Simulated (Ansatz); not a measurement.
# H5N2OSTa: ionisation energy by level of theory

One table from this session's results is given with a row withheld; the runs are named, their logs left out.

Program: Ansatz 0.2.0, Gaussian basis. Level of theory: unrestricted cation, the program's frozen cores in correlated methods. These are calculated values, not measurements.

The runs, in order: UKS PBE-D4/def2-TZVPP; UKS r2SCAN-D4/def2-TZVPP; UKS PBE0-D4/def2-TZVPP; UKS B3LYP-D4/def2-TZVPP; UKS wB97X-V/def2-TZVPP; UKS wB97M-V/def2-TZVPP; UKS B2PLYP/def2-TZVPP; UHF-CCSD(T)/def2-TZVPP; UHF-MP2/def2-QZVPP; extrapolation to the limit; then −ε(HOMO) from the neutral's earlier runs with LDA (SPW92), PBE-D4, revPBE-D4, BLYP-D4, r2SCAN-D4, B97M-V, PBE0-D4, B3LYP-D4, r2SCANh-D4, r2SCAN0-D4, HSE06-D4, BHLYP-D4, CAM-B3LYP-D4, LC-ωPBE, ωB97X-V, ωB97M-V.

### Structure used throughout

All runs share one geometry, relaxed beforehand with PBE0-D4 in a triple-zeta def2 set. Ta takes the def2 core potential; no spin-orbit term is included.

10 atoms, charge 0, spin multiplicity 1.

Atoms are counted from 1 here; the program's logs count them from 0.

Bond lengths: N1–Ta2 1.975 Å, N1–H6 1.009 Å, N1–H7 1.010 Å, Ta2–N3 1.975 Å, Ta2–O4 1.903 Å, Ta2–S5 2.169 Å, N3–H8 1.010 Å, N3–H9 1.009 Å, O4–H10 0.957 Å. Angles: Ta2–N1–H6 124.6°, Ta2–N1–H7 125.0°, H6–N1–H7 110.4°, N1–Ta2–N3 111.3°, N1–Ta2–O4 107.5°, N1–Ta2–S5 108.1°, N3–Ta2–O4 107.6°, N3–Ta2–S5 108.1°, O4–Ta2–S5 114.4°, Ta2–N3–H8 125.0°, Ta2–N3–H9 124.6°, H8–N3–H9 110.4°, Ta2–O4–H10 132.0°.

Set-up of the first run:

File in.yaml:

```yaml
crystal:
  periodic: [false, false, false]
  atoms:
    - {symbol: N, position_ang: [-1.583507, 0.752511, -0.320425]}
    - {symbol: Ta, position_ang: [0.306921, 0.283706, 0.004743]}
    - {symbol: N, position_ang: [0.462937, -1.382228, 1.053414]}
    - {symbol: O, position_ang: [1.120608, -0.024845, -1.687262]}
    - {symbol: S, position_ang: [1.209300, 1.887316, 1.152456]}
    - {symbol: H, position_ang: [-2.044683, 1.566791, 0.055989]}
    - {symbol: H, position_ang: [-2.233025, 0.197252, -0.858849]}
    - {symbol: H, position_ang: [0.150233, -2.291792, 0.745189]}
    - {symbol: H, position_ang: [0.837939, -1.437365, 1.988155]}
    - {symbol: H, position_ang: [1.856476, 0.397554, -2.130410]}
basis:
  gaussian: {orbitals: def2-TZVPP}
total_charge: 1
magnetization: {spin_polarized: true, initial_magnetization: 1}
hamiltonian: {xc: pbe, dispersion: d4}
```

Launch:

```bash
$ ansatz run in.yaml --threads 2 --pin off --events-out ev --progress --plain --max-ram 32768MiB --backend cpu
```

Steps of the session up to this table: Cation, UKS PBE-D4/def2-TZVPP; Cation, UKS r2SCAN-D4/def2-TZVPP; Cation, UKS PBE0-D4/def2-TZVPP; Cation, UKS B3LYP-D4/def2-TZVPP; Cation, UKS wB97X-V/def2-TZVPP; Cation, UKS wB97M-V/def2-TZVPP; Cation, UKS B2PLYP (frozen core)/def2-TZVPP; Cation, UHF-CCSD(T)/def2-TZVPP; Cation, UHF-MP2/def2-QZVPP.

One of the session's tables, all rows but one given; the rest of the session is left out.

It belongs to the step «Ionisation energies side by side». Orbital estimates, from the neutral's runs:

```
  functional  −ε(HOMO) (eV)
 LDA (SPW92)           6.25
      PBE-D4           6.07
   revPBE-D4           6.00
     BLYP-D4           5.90
   r2SCAN-D4           6.35
      B97M-V           6.37
     PBE0-D4           7.24
    B3LYP-D4           6.99
  r2SCANh-D4           6.78
  r2SCAN0-D4           7.42
    HSE06-D4           6.84
    BHLYP-D4           8.21
CAM-B3LYP-D4           8.49
     LC-ωPBE           9.84
     ωB97X-V           9.51
     ωB97M-V              ?
```

Estimate the missing values for ωB97M-V.

**Answer.** −ε(HOMO) (eV): 9.37. In the column «−ε(HOMO) (eV)» it lies between CAM-B3LYP-D4 (8.49) and ωB97X-V (9.51).
